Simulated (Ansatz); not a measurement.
# GaBHS (quartet): from Hartree-Fock to the top rungs at a displaced geometry (v2), cc-pVDZ

An exercise on one series of results from a longer session: the logs are not shown, and one member is left open.

Computed with Ansatz 0.2.0, Gaussian basis. Level: cc-pVDZ, core rule «outside noble gas», up to 20 orbitals frozen.

To be run: UHF; CCSD(T) on ROHF; CCSD(T) on UHF; BCCD(T) on ROHF; CISD as a restricted active space (open shells left free, so some higher excitations enter); CCSDT(Q) on ROHF; CCSDT(Q) on UHF.

20 further runs of the same task are left out: 1 for a known fault of the program, 9 that didn't finish, 10 set aside as unsound or not needed. Runs told in other sessions of the task aren't counted.

### What is computed

The geometry is a PBE0/def2-TZVP stationary point (not a proven minimum) with its atoms shifted at random (size 0.100 Å). No spin-orbit coupling is included. The filled d shell of Ga may be among the frozen orbitals whatever the setting's name suggests.

4 atoms, charge 0, spin multiplicity 4.

Atoms are counted from 1 here; the program's logs count them from 0.

Bond lengths: B1–S2 1.785 Å, B1–H4 1.221 Å, S2–Ga3 2.269 Å. Angles: S2–B1–H4 124.0°, B1–S2–Ga3 103.8°.

Set-up of the first run:

Input file in.yaml:

```yaml
crystal:
  periodic: [false, false, false]
  atoms:
    - {symbol: B, position_ang: [0.100744, -0.942058, 2.147717]}
    - {symbol: S, position_ang: [-0.064130, 0.574051, 1.220989]}
    - {symbol: Ga, position_ang: [0.012490, -0.103447, -0.943210]}
    - {symbol: H, position_ang: [0.095599, -1.001792, 3.366762]}
basis:
  gaussian: {orbitals: cc-pVDZ}
magnetization: {spin_polarized: true, initial_magnetization: 3}
hamiltonian: {xc: hf}
output: {orbitals: {seedname: orbitals}}
```

Launch:

```sh
$ ansatz run in.yaml --threads 1 --pin off --events-out ev --progress --plain --max-ram 2393MiB
```

Among the steps run: UHF; CCSD(T) on ROHF; CCSD(T) on UHF; BCCD(T) on ROHF; CISD as a restricted active space (open shells left free, so some higher excitations enter); CCSDT(Q) on ROHF; CCSDT(Q) on UHF.

One of the session's tables, all rows but one given; the rest of the session is left out.

It belongs to the step «Misses and costs». 

| method | from UCCSDT(Q) (kJ/mol) |
| --- | --- |
| ROHF | +686.0 |
| UHF | +675.6 |
| RMP2 | ? |
| UMP2 | +111.7 |
| RCCSD | +31.8 |
| UCCSD | +30.1 |
| RCCSD(T) | +6.8 |
| UCCSD(T) | +5.5 |
| BCCD(T) | +6.7 |
| RCCSDT | +3.3 |
| UCCSDT | +2.0 |
| RCCSDT(Q) | +1.5 |
| UCCSDT(Q) | 0 |

Q: Estimate the row for RMP2 from the others.

As computed: from UCCSDT(Q) (kJ/mol): +113.9. In the column «from UCCSDT(Q) (kJ/mol)» it lies between UMP2 (+111.7) and UHF (+675.6).

Not comparable, so not listed: CISD as a restricted active space (open shells left free, so some higher excitations enter) (they don't share determinant, frozen orbitals or solution with the rows shown, or repeat one).

To keep in mind: Restricted and unrestricted rows rest on different reference determinants; a gap between their highest levels can come from leftover correlation error, from unlike frozen cores or from another state.
